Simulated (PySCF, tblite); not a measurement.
# C4H6Si: bond homolysis, part 3 of 3

tblite 0.8.0 and PySCF 2.14.0. Atoms count from 0.

## Step 17: Geometry optimisation with GFN2-xTB

This step treats C4H5Si radical, labelled `C1=C[SiH]C=C1` (the label fixes atoms and charge, not where charge and spin sit).

What the job is given:

```
{"job": {"kind": "relax", "xc": "GFN2-xTB", "basis": "xTB"}, "charge": 0, "multiplicity": 2}
C     -1.006000     0.791300    -0.366900
C      0.212200     1.320400    -0.300000
Si     1.366500    -0.101500     0.244200
C     -0.068300    -1.306800     0.273900
C     -1.183400    -0.645200    -0.038100
H     -1.911700     1.386100    -0.655100
H      0.440000     2.366400    -0.499100
H      2.415700    -0.420600    -0.759400
H     -0.072300    -2.391400     0.540800
H     -2.183100    -1.103100    -0.101000
```

What it wrote:

```text
step      E/eV     max force
  0    -345.89585    2.115
  1    -345.99997    1.100
  2    -346.04486    0.756
  3    -346.08652    0.389
  4    -346.09384    0.434
  5    -346.10820    0.520
  6    -346.13230    0.646
  7    -346.17065    0.862
  8    -346.18822    0.518
  9    -346.20348    0.299
 10    -346.21331    0.484
 11    -346.22927    0.526
 12    -346.24325    0.404
 13    -346.25825    0.403
 14    -346.27110    0.376
 15    -346.28363    0.419
 16    -346.29037    0.336
 17    -346.29302    0.532
 18    -346.29858    0.188
 19    -346.30125    0.173
 20    -346.31083    0.228
 21    -346.31599    0.224
 22    -346.31980    0.113
 23    -346.32072    0.061
 24    -346.32097    0.035
 25    -346.32116    0.036
 26    -346.32128    0.024
 27    -346.32133    0.020
 28    -346.32136    0.017
 29    -346.32138    0.015
 30    -346.32140    0.009
```

Wall time 0.13 s (1 thread of Intel Xeon Platinum 8375C at 2.90GHz, shared host).

Relaxation path:

```tsv
step	energy from step 0 (eV)	largest force (eV/Å)
0	0.0000	2.1153
1	-0.1041	1.1001
2	-0.1490	0.7556
3	-0.1907	0.3885
4	-0.1980	0.4338
5	-0.2124	0.5195
6	-0.2364	0.6460
7	-0.2748	0.8619
8	-0.2924	0.5184
9	-0.3076	0.2988
10	-0.3175	0.4836
11	-0.3334	0.5257
12	-0.3474	0.4041
13	-0.3624	0.4026
14	-0.3752	0.3760
15	-0.3878	0.4186
16	-0.3945	0.3361
17	-0.3972	0.5320
18	-0.4027	0.1878
19	-0.4054	0.1731
20	-0.4150	0.2283
21	-0.4201	0.2244
22	-0.4239	0.1125
23	-0.4249	0.0614
24	-0.4251	0.0355
25	-0.4253	0.0358
26	-0.4254	0.0241
27	-0.4255	0.0203
28	-0.4255	0.0167
29	-0.4255	0.0147
30	-0.4255	0.0093
```

Distances of close pairs at the start and the end, largest changes first:

```tsv
bond	before (Å)	after (Å)	change (Å)
C1–Si2	1.911	1.832	-0.078
C0–C4	1.484	1.426	-0.059
C0–H5	1.121	1.080	-0.042
C0–C1	1.330	1.371	+0.042
Si2–C3	1.874	1.833	-0.041
C3–H8	1.117	1.076	-0.041
Si2–H7	1.487	1.448	-0.039
C3–C4	1.334	1.371	+0.038
```

The next job starts from the end point, and lists it.

## Step 18: Harmonic vibrations with GFN2-xTB

What the job is given:

```
{"job": {"kind": "ir", "xc": "GFN2-xTB", "basis": "xTB"}, "charge": 0, "multiplicity": 2}
C     -1.090031     0.788032    -0.311740
C      0.194146     1.249023    -0.450350
Si     1.313049    -0.176020    -0.176353
C     -0.084635    -1.325240     0.115668
C     -1.240132    -0.596793    -0.007507
H     -1.956117     1.423032    -0.422134
H      0.423034     2.274818    -0.679772
H      2.752126    -0.334762    -0.187285
H     -0.080323    -2.377047     0.342757
H     -2.221710    -1.029316     0.115981
```

What it wrote:

```text
mode    cm-1     km/mol
  1     300.0      2.88
  2     316.2     17.42
  3     442.8      0.00
  4     496.5     51.90
  5     502.8     42.18
  6     689.1     22.43
  7     690.9      0.25
  8     712.8      0.02
  9     833.0      4.07
 10     856.4      0.00
 11     881.9      9.69
 12     893.1     40.84
 13    1039.5      2.22
 14    1108.7      2.49
 15    1117.4      2.66
 16    1249.2      5.44
 17    1334.7      0.82
 18    1413.6      7.39
 19    1477.4     45.85
 20    2388.0    275.53
 21    3069.9     13.25
 22    3081.3     79.58
 23    3104.6     50.96
 24    3107.6     26.62
ZPE 186.063  H(298)-E 201.864  G(298)-E 112.912 kJ/mol  S 298.35 J/(mol K)
```

It took 0.22 s on 1 thread of Intel Xeon Platinum 8375C at 2.90GHz, shared host.

Which atoms move in the most intense modes:

```tsv
cm⁻¹	km/mol	atoms
496	51.9	H7 91 %
503	42.2	Si2 40 %, C1 17 %, C3 17 %, C0 11 %
893	40.8	Si2 23 %, C1 22 %, C3 20 %, H6 13 %
1477	45.9	C0 28 %, C4 28 %, C1 16 %, C3 16 %
2388	275.5	H7 96 %
3081	79.6	H5 47 %, H9 36 %
3105	51.0	H8 83 %
3108	26.6	H6 82 %
```

## Step 19: Optimising the geometry at PBE0-D3(BJ)/def2-SVP

This step treats C₄H₅Si radical, labelled `C1=C[SiH]C=C1` (the label fixes atoms and charge, not where charge and spin sit).

The job, as its differences from that of step 18:

```diff
@@ -1,2 +1,2 @@
-{"job": {"kind": "ir", "xc": "GFN2-xTB", "basis": "xTB"}, "charge": 0, "multiplicity": 2}
+{"job": {"xc": "PBE0", "basis": "def2-SVP", "d3": "d3bj", "grid": 1, "kind": "geom"}, "charge": 0, "multiplicity": 2}
 C     -1.090031     0.788032    -0.311740
```

What it wrote:

```text
step   0  E = -444.33476602  max force = 0.035070
step   1  E = -444.33554521  max force = 0.009538
step   2  E = -444.33832366  max force = 0.004988
step   3  E = -444.33868409  max force = 0.001256
step   4  E = -444.33868863  max force = 0.000623
step   5  E = -444.33869889  max force = 0.000180
optimisation converged
```

Run time: 26 s. Hardware: 1 thread of Intel Xeon Platinum 8375C at 2.90GHz, shared host.

Relaxation path:

```tsv
step	energy from step 0 (eV)	largest force component (eV/Å)
0	0.0000	1.8034
1	-0.0212	0.4905
2	-0.0968	0.2565
3	-0.1066	0.0646
4	-0.1067	0.0320
5	-0.1070	0.0093
```

Distances of close pairs at the start and the end, largest changes first:

```tsv
bond	before (Å)	after (Å)	change (Å)
C0–C4	1.426	1.464	+0.038
Si2–H7	1.448	1.484	+0.036
C0–H5	1.080	1.095	+0.015
C4–H9	1.080	1.095	+0.015
C1–H6	1.076	1.090	+0.014
C3–H8	1.076	1.090	+0.014
Si2–C3	1.833	1.823	-0.010
C1–Si2	1.832	1.822	-0.010
```

The end geometry stands in the next job.

```tsv
at the end point	value
point group (found at 0.08 Å tolerance)	Cs
rotational constants (GHz, main isotopes)	6.948, 5.421, 3.052
dipole moment (D)	0.21
⟨S²⟩	0.761
```

## Step 20: Harmonic vibrations (C4H5Si radical, C1=C[SiH]C=C1): PBE0-D3(BJ)/def2-SVP

What the job is given:

```
{"job": {"xc": "PBE0", "basis": "def2-SVP", "d3": "d3bj", "grid": 2, "kind": "hessian"}, "charge": 0, "multiplicity": 2}
C     -0.809267     0.634027    -0.972073
C      0.127478     1.332778    -0.257656
Si     0.784686     0.121623     0.934628
C     -0.166704    -1.307229     0.322236
C     -0.967622    -0.787772    -0.659876
H     -1.432398     1.096399    -1.744414
H      0.318968     2.396115    -0.400111
H      2.070867     0.141396     1.674790
H     -0.209333    -2.348138     0.642061
H     -1.708950    -1.386152    -1.199258
```

What it wrote:

```text
coarse grid: 9072 points
cycle   1  E = -444.2136305867  dE =  6.294e-01  |g| = 3.077e-01  |ddm| = 2.463e+00
cycle   2  E = -444.1594673841  dE =  5.416e-02  |g| = 4.310e-01  |ddm| = 8.744e-01
cycle   3  E = -444.2768744244  dE = -1.174e-01  |g| = 4.333e-02  |ddm| = 5.480e-01
cycle   4  E = -444.2773943290  dE = -5.199e-04  |g| = 4.011e-02  |ddm| = 9.330e-02
cycle   5  E = -444.2784331460  dE = -1.039e-03  |g| = 5.192e-03  |ddm| = 4.760e-02
cycle   6  E = -444.2784910208  dE = -5.787e-05  |g| = 1.903e-03  |ddm| = 1.841e-02
cycle   7  E = -444.2784998815  dE = -8.861e-06  |g| = 6.353e-04  |ddm| = 9.094e-03
final grid: 83624 points
cycle   8  E = -444.3387012725  dE = -1.133e-05  |g| = 3.999e-03  |ddm| = 1.369e-02
cycle   9  E = -444.3386943066  dE =  6.966e-06  |g| = 5.216e-03  |ddm| = 1.017e-02
cycle  10  E = -444.3387110334  dE = -1.673e-05  |g| = 5.216e-04  |ddm| = 6.306e-03
cycle  11  E = -444.3387111921  dE = -1.587e-07  |g| = 1.822e-04  |ddm| = 7.885e-04
cycle  12  E = -444.3387112234  dE = -3.134e-08  |g| = 5.787e-05  |ddm| = 2.528e-04
cycle  13  E = -444.3387112352  dE = -1.180e-08  |g| = 2.245e-05  |ddm| = 2.565e-04
cycle  14  E = -444.3387112367  dE = -1.507e-09  |g| = 1.032e-05  |ddm| = 1.019e-04
cycle  15  E = -444.3387112369  dE = -2.085e-10  |g| = 4.376e-06  |ddm| = 3.747e-05
cycle  16  E = -444.3387112369  dE = -1.819e-11  |g| = 3.005e-06  |ddm| = 1.004e-05
converged SCF energy = -444.3387112369

mode    cm-1
  1     143.6
  2     365.8
  3     457.9
  4     513.5
  5     633.9
  6     671.0
  7     677.2
  8     731.9
  9     803.2
 10     891.9
 11     938.4
 12     960.2
 13     982.8
 14    1090.7
 15    1094.1
 16    1268.6
 17    1346.7
 18    1497.7
 19    1555.3
 20    2277.2
 21    3187.3
 22    3201.1
 23    3260.6
 24    3261.2
ZPE 190.276  H(298)-E 206.242  G(298)-E 114.721 kJ/mol  S 306.96 J/(mol K)
```

Wall time 3.2 min (1 thread of Intel Xeon Platinum 8375C at 2.90GHz, shared host); peak memory 1.7 GiB.

Zero-point energy 190.28 kJ/mol (xTB gave 186.06).

## Step 21: Single point (C4H5Si radical, C1=C[SiH]C=C1): M06-2X/def2-TZVP

Geometry: PBE0-D3(BJ)/def2-SVP.

The job, as its differences from that of step 20:

```diff
@@ -1,2 +1,2 @@
-{"job": {"xc": "PBE0", "basis": "def2-SVP", "d3": "d3bj", "grid": 2, "kind": "hessian"}, "charge": 0, "multiplicity": 2}
+{"job": {"kind": "sp", "xc": "M06-2X", "basis": "def2-TZVP", "grid": 3}, "charge": 0, "multiplicity": 2}
 C     -0.809267     0.634027    -0.972073
```

What it wrote:

```text
coarse grid: 39496 points
cycle   1  E = -444.7661936131  dE =  8.607e-01  |g| = 2.772e-01  |ddm| = 1.773e+00
cycle   2  E = -444.7700918383  dE = -3.898e-03  |g| = 2.811e-01  |ddm| = 4.453e-01
cycle   3  E = -444.8142057649  dE = -4.411e-02  |g| = 3.003e-02  |ddm| = 2.571e-01
cycle   4  E = -444.8150228693  dE = -8.171e-04  |g| = 2.295e-02  |ddm| = 6.335e-02
cycle   5  E = -444.8153736830  dE = -3.508e-04  |g| = 7.018e-03  |ddm| = 2.213e-02
cycle   6  E = -444.8154806246  dE = -1.069e-04  |g| = 3.415e-03  |ddm| = 2.203e-02
cycle   7  E = -444.8155080465  dE = -2.742e-05  |g| = 1.040e-03  |ddm| = 1.286e-02
cycle   8  E = -444.8155108299  dE = -2.783e-06  |g| = 2.289e-04  |ddm| = 5.234e-03
final grid: 124696 points
cycle   9  E = -444.8159868331  dE = -6.557e-06  |g| = 9.202e-04  |ddm| = 9.927e-03
cycle  10  E = -444.8159869967  dE = -1.636e-07  |g| = 6.467e-04  |ddm| = 1.452e-03
cycle  11  E = -444.8159871969  dE = -2.002e-07  |g| = 1.762e-04  |ddm| = 6.019e-04
cycle  12  E = -444.8159872151  dE = -1.814e-08  |g| = 4.230e-05  |ddm| = 1.808e-04
cycle  13  E = -444.8159872171  dE = -1.992e-09  |g| = 2.762e-05  |ddm| = 1.139e-04
converged SCF energy = -444.8159872171
```

Run time: 26 s. Hardware: 1 thread of Intel Xeon Platinum 8375C at 2.90GHz, shared host; peak memory 0.73 GiB.

## Step 22: Bond homolysis: M06-2X/def2-TZVP

This step combines the energies above: geometries from PBE0-D3(BJ)/def2-SVP, zero-point and thermal terms from PBE0-D3(BJ)/def2-SVP.

What the job is given:

```
{"job": {"kind": "bd", "cap": 8, "geom": {"xc": "PBE0", "basis": "def2-SVP", "d3": "d3bj", "grid": 1}, "hess": 1, "level": {"xc": "M06-2X", "basis": "def2-TZVP", "grid": 3}}, "charge": 0, "multiplicity": 1}
C     -1.022278     0.797452    -0.361656
C      0.222926     1.311727    -0.277024
Si     1.349055    -0.093868     0.240993
C     -0.065855    -1.321467     0.294524
C     -1.180143    -0.641371    -0.049411
H     -1.900688     1.387848    -0.646364
H      0.439533     2.360601    -0.488060
H      2.015764     0.120335     1.562637
H      2.404211    -0.429579    -0.764387
H     -0.081337    -2.384530     0.542004
H     -2.173783    -1.100394    -0.106299
```

Output (the driver's rows laid out field by field):

```text
homolysis bond by bond, M06-2X/def2-TZVP // PBE0-D3(BJ)/def2-SVP

row 1
  atoms                   1 6
  elements                C H
  length                  1.0916
  fragments               formula C4H5Si, charge 0, multiplicity 2, smiles [C]1=CC=C[SiH2]1, kept yes, pieces 1, point_group Cs, largest_spin C 1.061; formula H, charge 0, multiplicity 2, smiles [H], kept yes, pieces 1
  electronic              492.18
  zero_kelvin             459.27
  enthalpy                465.52
  free_energy             427.77

row 2
  atoms                   0 5
  elements                C H
  length                  1.096
  fragments               formula C4H5Si, charge 0, multiplicity 2, smiles [C]1=C[SiH2]C=C1, kept yes, pieces 1, point_group Cs, largest_spin C 0.959; formula H, charge 0, multiplicity 2, smiles [H], kept yes, pieces 1
  electronic              478.49
  zero_kelvin             444.28
  enthalpy                450.58
  free_energy             412.96

row 3
  atoms                   2 7
  elements                Si H
  length                  1.4957
  fragments               formula C4H5Si, charge 0, multiplicity 2, smiles C1=C[SiH]C=C1, kept yes, pieces 1, point_group Cs, largest_spin Si 0.748; formula H, charge 0, multiplicity 2, smiles [H], kept yes, pieces 1
  electronic              368.34
  zero_kelvin             342.38
  enthalpy                348.88
  free_energy             310.43
```

Run time: 15 min. Hardware: 1 thread of Intel Xeon Platinum 8375C at 2.90GHz, shared host; peak memory 0.73 GiB.

Some single points behind these values are not shown above.

Dissociation energies (kJ/mol, gas phase, 298 K for the thermal columns):

```tsv
bond	fragments	electronic	enthalpy	free energy
C1–H6	[C]1=CC=C[SiH2]1 + [H]	492.2	465.5	427.8
C0–H5	[C]1=C[SiH2]C=C1 + [H]	478.5	450.6	413.0
Si2–H7	C1=C[SiH]C=C1 + [H]	368.3	348.9	310.4
```

## Step 23: Results

What follows sums up all 3 parts.

| quantity | value |
| --- | --- |
| strongest single infrared mode (GFN2-xTB) | 2248 cm⁻¹, 452 km/mol |
| zero-point energy (GFN2-xTB) | 49.8 kcal/mol |
| point group | C2v |
| rotational constants (main isotopes) | 6.69, 4.92, 2.93 GHz |
| surface potential, 1st and 99th percentile | -0.60 V and 0.96 V |
| bond enthalpy (ΔH), C1–H6 (M06-2X/def2-TZVP) | 465.5 kJ/mol |
| bond enthalpy (ΔH), C0–H5 (M06-2X/def2-TZVP) | 450.6 kJ/mol |
| bond enthalpy (ΔH), Si2–H7 (M06-2X/def2-TZVP) | 348.9 kJ/mol |

What this shows: All 27 modes are real, so the xTB geometry is a minimum. Unscaled tight-binding wavenumbers are off by several per cent, some by more. Its intensities can rank the bands wrongly. The optimisation took 3 steps and gained 0.098 eV; among the close pairs (by a distance rule), Si2–H7 changed most, from 1.463 to 1.496 Å (PBE0/def2-SVP). By nearest atom (M06-2X/def2-TZVP), the HOMO sits on C1, C3 about 28 % each; C0, C4 about 15 % each and the LUMO on C1, C3 about 19 % each; C0, C4 about 15 % each. At M06-2X/def2-TZVP the bond enthalpy (ΔH) runs from 348.9 kJ/mol (Si2–H7) to 465.5 kJ/mol (C1–H6).
